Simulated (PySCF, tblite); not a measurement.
**C₆H₄N₂: infrared bands and NMR shifts**

Wanted: the infrared bands and NMR shifts of C₆H₄N₂ (`N#Cc1cccnc1`), by calculation.

Computed with tblite 0.8.0 and PySCF 2.14.0, with density-fitted response routines of our own, on a single molecule in the gas phase. Atoms are numbered from 0 throughout.

## Step 1: The molecule as given

12 atoms, charge 0, multiplicity 1; geometry from: GFN2-xTB.

Bonds of the start (Å): N0–C1 1.15, C1–C2 1.41, C2–C3 1.40, C3–C4 1.38, C4–C5 1.39, C5–N6 1.32, N6–C7 1.32, C7–C2 1.40, C3–H8 1.08, C4–H9 1.08, C5–H10 1.08, C7–H11 1.08.

## Step 2: Vibrational analysis with GFN2-xTB

The job: settings as JSON, then the geometry in Å.

```
{"job": {"kind": "ir", "xc": "GFN2-xTB", "basis": "xTB"}, "charge": 0, "multiplicity": 1}
N      3.380711     0.874300    -0.078649
C      2.281587     0.550474    -0.052972
C      0.928420     0.145821    -0.021804
C     -0.105886     1.083560    -0.003737
C     -1.409505     0.623251     0.025377
C     -1.627544    -0.748418     0.035523
N     -0.651315    -1.640809     0.018268
C      0.592813    -1.212811    -0.009760
H      0.118260     2.140477    -0.012318
H     -2.239545     1.311777     0.039489
H     -2.629466    -1.155332     0.058592
H      1.362668    -1.972975    -0.024036
```

**Question.** This job is followed by: GIAO PBE0/pcSseg-1 NMR shielding, non-relativistic, gas phase. What will the session give for the following? strongest single infrared mode (GFN2-xTB); zero-point energy (GFN2-xTB); 13C shifts against TMS (PBE0/pcSseg-1); 1H shifts against TMS (PBE0/pcSseg-1); 15N shifts against NH3 (PBE0/pcSseg-1).

**Answer**, as computed:

| quantity | value |
| --- | --- |
| strongest single infrared mode (GFN2-xTB) | 2376 cm⁻¹, 197 km/mol |
| zero-point energy (GFN2-xTB) | 52.8 kcal/mol |
| 13C shifts against TMS (PBE0/pcSseg-1) | 160.6, 158.2, 147.2, 128.2, 122.7, 114.2 ppm |
| 1H shifts against TMS (PBE0/pcSseg-1) | 9.24, 9.13, 8.19, 7.55 ppm |
| 15N shifts against NH3 (PBE0/pcSseg-1) | 361.6, 324.8 ppm |

All 30 modes are real, so the xTB geometry is a minimum. The strongest single mode, at 2376 cm⁻¹, moves mainly C1 and N0. GFN2-xTB is a fitted tight-binding method: band positions and strengths are rough. Its intensities can rank the bands wrongly. At PBE0/pcSseg-1: Shielding is most anisotropic at N6 (span 730 ppm, paramagnetic term -423 ppm). NICS(1)zz of -28 ppm above the planar ring from C2 marks a diatropic (aromatic) ring current.
